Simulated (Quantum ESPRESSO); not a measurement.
# InAg under changes of volume

One of the cells (20.797 Å³/atom); the others are scaled copies at fixed shape and fractional positions:

```xyz
2
Lattice="3.4648 0.0000 0.0000 0.0000 3.4648 0.0000 0.0000 0.0000 3.4648" Properties=species:S:1:pos:R:3 pbc="T T T"
In    1.7324    1.7324    1.7324
Ag    0.0000    0.0000    0.0000
```

The cell comes from a database or a generator and needn't be the stable form of this composition.

* Program: Quantum ESPRESSO 7.5
* Functional: r2SCAN
* Potentials or basis: SG15 PBE 1.2
* Cutoff: 952 eV
* Density cutoff: 3810 eV
* k mesh: 6 × 6 × 6
* Occupations: fermi-dirac, width 0.05 eV
* Spin: no spin polarisation

```tsv
volume (Å³/atom)	energy over the lowest point (meV/atom)	pressure (GPa)
19.549	11.50	3.7
19.965	3.50	1.9
20.381	0.00	0.3
20.797	?	?
21.213	4.76	-2.3
21.629	12.06	-3.4
22.045	22.03	-4.4
```

Problem. What does the run at 20.797 Å³/atom give?

Solution. Energy over the lowest point 0.59 meV/atom; pressure -1.1 GPa.

Worked out: A Birch-Murnaghan fit of order 3 (a polynomial in V^(-2/3)) to the other rows has its minimum at 20.52 Å³/atom with B0 = V·E''(V) = 73 GPa and B' = 5.4. It gives 0.62 meV/atom at 20.797 Å³/atom, against the run's 0.59, and -dE/dV = -0.9 GPa, against -1.1.

Energies are extrapolated to zero smearing.

Caveats: the potentials were made for another functional, which shifts forces and pressure.
